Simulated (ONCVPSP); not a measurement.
# An ONCV potential for iridium, from input to tests

Aim: build the potential from the settings below, then test how well it stands in for the atom: other configurations, scattering, ghost states and the plane-wave cutoff that it needs.

The numbers are computed with ONCVPSP 4.0.1 (BLYP, scalar-relativistic, spin-unpolarised reference atom).

## 1. Settings

Typed settings, in words:

* element: iridium (Ir, Z = 77)
* type: optimised norm-conserving Vanderbilt (ONCV)
* frozen core: [Xe] 4f14
* valence charge: 9
* reference configuration: 5d7 6s2
* partial waves: 6s: rc 2.60 bohr, ncon 4, nbas 9, qcut 2.7 1/bohr, 2 projectors, debl 1.4 Ha; p scattering state at 0.02 Ha: rc 2.20 bohr, ncon 4, nbas 8, qcut 4 1/bohr, 2 projectors, debl 3.2 Ha; 5d: rc 2.00 bohr, ncon 4, nbas 9, qcut 9.1 1/bohr, 2 projectors, debl 1.2 Ha
* local potential: polynomial inside 1.90 bohr (lpopt 5, dvloc0 0 Ha)
* core correction: not asked for

The nodes and maxima of the atom's own shells, from an earlier all-electron run, set the scale for the radii.

All-electron outer shells of the reference configuration (BLYP, scalar-relativistic, ld1.x):

```
shell  level (eV)  outermost node (bohr)  outermost maximum (bohr)
   5p      -54.55                   0.54                      1.01
   5d       -7.00                   0.59                      1.31
   6s       -6.26                   1.17                      2.38
   6p       -1.21                   1.39                      3.56
```

## 2. Generation

Input file Ir.dat:

```
# ATOM AND REFERENCE CONFIGURATION
# atsym  z   nc   nv     iexc    psfile
  Ir 77.00   12    2  -106131      upf
#
#   n    l    f
    1    0    2.00
    2    0    2.00
    2    1    6.00
    3    0    2.00
    3    1    6.00
    3    2   10.00
    4    0    2.00
    4    1    6.00
    4    2   10.00
    4    3   14.00
    5    0    2.00
    5    1    6.00
    5    2    7.00
    6    0    2.00
#
# PSEUDOPOTENTIAL AND OPTIMIZATION
# lmax
    2
#
#   l,   rc,      ep,       ncon, nbas, qcut
    0    2.60    0.00    4    9    2.70
    1    2.20    0.02    4    8    4.00
    2    2.00    0.00    4    9    9.10
#
# LOCAL POTENTIAL
# lloc, lpopt,  rc(5),   dvloc0
    4    5    1.90    0.00
#
# VANDERBILT-KLEINMAN-BYLANDER PROJECTORs
# l, nproj, debl
    0    2    1.40
    1    2    3.20
    2    2    1.20
#
# MODEL CORE CHARGE
# icmod, fcfact, rcfact
    0    0.00    0.00
#
# LOG DERIVATIVE ANALYSIS
# epsh1, epsh2, depsh
   -2.00    5.00    0.02
#
# OUTPUT GRID
# rlmax, drl
    6.00    0.01
#
# TEST CONFIGURATIONS
# ncnf
    4
# nvcnf
#   n    l    f
    2
    5    2    7.00
    6    0    1.00
#
    2
    5    2    7.00
    6    0    0.00
#
    2
    5    2    6.00
    6    0    0.00
#
    3
    5    2    7.00
    6    0    0.00
    6    1    1.00
#
```

On the command line:

```bash
oncvpsp.x < Ir.dat > Ir.out
```

Before running it: what results should come out? Wanted: cutoffs for 1 and 0.1 mHa per electron, occupied waves; bound ghosts; GHOST(+) flags; largest test error; largest phase difference near zero energy, channels read.

**Answer**, as computed:

| quantity | value |
| --- | --- |
| cutoffs for 1 and 0.1 mHa per electron, occupied waves | 20 Ha and 26 Ha |
| bound ghosts | p at -67.04 eV |
| GHOST(+) flags | s at 11 eV |
| largest test error (AE − PS) | +86 meV, for 5d6 6s0 |
| largest phase difference near zero energy, channels read | 0.006 rad |

What this shows: A bound ghost (p) makes it unfit for use: electrons can fall into a state that the atom doesn't have. The worst unpolarised test, 5d6 6s0, is off by 86 meV on 57.8 eV; by total energies transferability rates as fair. That test lies far up in energy; among those under 40 eV, nearer to bonding, the largest error is 32 meV. It counts as of middling hardness, with 20 Ha needed at the looser tolerance. At the looser tolerance the 5d wave is the slowest; 6s needs 4 Ha. Near zero energy the phases of the channels with partial waves agree within 0.006 rad. The program also flags highly localised states, GHOST(+) (s). All of this concerns the isolated atom, not yet a solid.
